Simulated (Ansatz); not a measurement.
**NiMoIrPdW: single point with HSE03**

Crystal: NiMoIrPdW.

```
Ni Mo Pd Ir W
1.0
    -1.37004    1.37004    9.71647
     1.37004   -1.37004    9.71647
     1.37004    1.37004   -9.71647
Ni Mo Pd Ir W
1 1 1 1 1
Cartesian
  0.0000 0.0000 3.8598
  0.0000 0.0000 11.8389
  0.0000 0.0000 15.4123
  0.0000 0.0000 7.7623
  0.0000 0.0000 19.3484
```

The cell was built by a generator and needn't be a form met in nature.

```json
{
  "Program": "Ansatz 0.2.0",
  "Task": "single point",
  "Functional": "HSE03",
  "Potentials or basis": "Ansatz PAW",
  "Cutoff": "420 eV (not typed: the program's choice for these potentials)",
  "k mesh": "6 × 6 × 6",
  "Occupations": "fermi-dirac, width 0.05 eV",
  "Spin": "collinear spin, ferromagnetic start",
  "Starting moments": "[1.0, 1.0, 0.0, 0.6, 0.0] μB"
}
```

The pressure is -7.3 GPa, the largest force is 0.974 eV/Å and the band gap on the k mesh is none (metal or under the smearing width). The net moment is 0.00 μB per cell. The absolute moment is 0.00 μB per cell.

Forces on the atoms (eV/Å):
```
Ni   0.000  0.000  0.046
Mo   0.000  0.000  0.098
Pd   0.000  0.000 -0.164
Ir   0.000  0.000  0.974
W    0.000  0.000 -0.955
```

Stress tensor (GPa, compression positive):
```
-7.46  0.00  0.00
 0.00 -7.46  0.00
 0.00  0.00 -7.08
```

Levels at points of the mesh, in eV from the Fermi level:
Spin up:
```
              k point  band 37  band 38  band 39  band 40  band 41  band 42  band 43  band 44
   (0.00, 0.00, 0.00)    -1.27    -1.03    -1.01    -1.01     0.25     0.41     1.48     1.68
  (0.00, 0.00, -0.50)     0.13     0.37     0.66     2.43     2.68     2.91     3.36     3.37
  (0.00, -0.50, 0.00)    -1.38    -1.21    -0.96    -0.66     0.50     0.82     1.32     1.53
(-0.50, -0.50, -0.50)    -1.59    -1.03    -0.80    -0.80     0.00     0.42     0.64     1.51
```
Spin down:
| k point | band 37 | band 38 | band 39 | band 40 | band 41 | band 42 | band 43 | band 44 |
| --- | --- | --- | --- | --- | --- | --- | --- | --- |
| (0.00, 0.00, 0.00) | -1.27 | -1.03 | -1.01 | -1.01 | 0.25 | 0.41 | 1.48 | 1.68 |
| (0.00, 0.00, -0.50) | 0.13 | 0.37 | 0.66 | 2.43 | 2.68 | 2.91 | 3.36 | 3.37 |
| (0.00, -0.50, 0.00) | -1.38 | -1.21 | -0.96 | -0.66 | 0.50 | 0.82 | 1.32 | 1.53 |
| (-0.50, -0.50, -0.50) | -1.59 | -1.03 | -0.80 | -0.80 | 0.00 | 0.42 | 0.64 | 1.51 |

Wall time 2.3 min on 8 threads of Arm Neoverse V2, with other jobs on the host, peak memory 6.4 GiB.

Caveat: the k mesh is coarse (spacing up to 0.54 Å⁻¹), so the values aren't converged, least of all with exact exchange; the magnetic or orbital state may not be the lowest; the PAW data sets come from PBE, with cores solved anew for the run's functional, which leaves a small shift of forces and pressure; the starting moments weren't kept; the thresholds are loose for stress. Spin-orbit coupling is left out, which matters for the levels of Ir, W.
